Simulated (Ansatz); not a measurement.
# EuCo2SiGe: the cost of one run

Program: Ansatz 0.2.0. Level of theory: DFT r²SCAN, scalar-relativistic, plane waves, PAW. These are calculated values, not measurements.

1 further run of the same task is left out (set aside as unsound or not needed). Runs told in other sessions of the task aren't counted.

### Step 1. The system as given

The cell holds 20 atoms (Co8Eu4Ge4PrSi3): a = 5.551 Å, b = 5.551 Å, c = 10.289 Å, α = 90.00°, β = 90.00°, γ = 90.00°.

Structure file:

```
CELL_PARAMETERS angstrom
3.92549 -3.92549 0.00000
-3.92549 -3.92549 0.00000
0.00000 0.00000 -10.28907
ATOMIC_POSITIONS crystal
Co 0.75000 0.25000 0.24572
Co 0.25000 0.25000 0.74572
Co 0.25000 0.75000 0.24572
Co 0.75000 0.75000 0.74572
Co 0.25000 0.25000 0.24572
Co 0.75000 0.25000 0.74572
Co 0.75000 0.75000 0.24572
Co 0.25000 0.75000 0.74572
Eu 0.00000 0.00000 0.00120
Eu 0.50000 0.00000 0.50120
Eu 0.50000 0.50000 0.00120
Eu 0.00000 0.50000 0.50120
Ge 0.00000 0.00000 0.36773
Ge 0.50000 0.00000 0.86773
Ge 0.50000 0.50000 0.36773
Ge 0.00000 0.50000 0.86773
Pr 0.00000 0.00000 0.63963
Si 0.50000 0.00000 0.13963
Si 0.50000 0.50000 0.63963
Si 0.00000 0.50000 0.13963
```

The host was relaxed before at r²SCAN: a = 3.925 Å, b = 3.925 Å, c = 10.289 Å, α = 90.00°, β = 90.00°, γ = 90.00° (conventional cell), 15.855 Å³/atom.

Places, in fractions of the supercell: Pr in place of Si at (0.000, 0.000, 0.640). The start keeps the symmetry of the ideal site.

### Step 2. The perfect crystal in the supercell of 20 atoms

input.yaml reads:

```yaml
crystal:
  lattice:
    - [3.9254891661, -3.9254891661, 0.0]
    - [-3.9254891661, -3.9254891661, 0.0]
    - [0.0, 0.0, -10.2890713179]
  atoms:
    - { symbol: Co, position: [0.75, 0.25, 0.2457195638] }
    - { symbol: Co, position: [0.25, 0.25, 0.7457195638] }
    - { symbol: Co, position: [0.25, 0.75, 0.2457195638] }
    - { symbol: Co, position: [0.75, 0.75, 0.7457195638] }
    - { symbol: Co, position: [0.25, 0.25, 0.2457195638] }
    - { symbol: Co, position: [0.75, 0.25, 0.7457195638] }
    - { symbol: Co, position: [0.75, 0.75, 0.2457195638] }
    - { symbol: Co, position: [0.25, 0.75, 0.7457195638] }
    - { symbol: Eu, position: [0.0, 0.0, 0.0012004527], spin: 7.35 }
    - { symbol: Eu, position: [0.5, 0.0, 0.5012004527], spin: 7.35 }
    - { symbol: Eu, position: [0.5, 0.5, 0.0012004527], spin: 7.35 }
    - { symbol: Eu, position: [0.0, 0.5, 0.5012004527], spin: 7.35 }
    - { symbol: Ge, position: [0.0, 0.0, 0.367725432] }
    - { symbol: Ge, position: [0.5, 0.0, 0.867725432] }
    - { symbol: Ge, position: [0.5, 0.5, 0.367725432] }
    - { symbol: Ge, position: [0.0, 0.5, 0.867725432] }
    - { symbol: Si, position: [0.0, 0.0, 0.6396349876] }
    - { symbol: Si, position: [0.5, 0.0, 0.1396349876] }
    - { symbol: Si, position: [0.5, 0.5, 0.6396349876] }
    - { symbol: Si, position: [0.0, 0.5, 0.1396349876] }
basis:
  ecutwfc: 500
  xc_grid: 3
kpoints:
  mp_grid: { grid: [4, 4, 2], shift: [0.5, 0.5, 0.5] }
hamiltonian:
  xc: r2scan
scf:
  occupations: { method: gaussian, width: 0.05 }
  lower_state_search: "off"
output:
  forces: true
  stress: true
  eigenvalues: true
  populations: true
  hubbard: { sites: [{ species: Eu, l: f }] }
  write_density: true
  write_potential: true
  elf: true
  volumetric_format: npy
magnetization:
  spin_polarized: true
```

Launch:

```
$ ansatz run input.yaml --threads 8 --pin off --max-ram 14336MiB --backend cpu --events-out ev --progress --plain --runs-dir out
```

**Question.** How long does this run take on 8 threads of Intel Xeon 6975P-C (Granite Rapids), shared host, and how much memory does it need?

About 17 s, with a peak of 2.7 GiB.
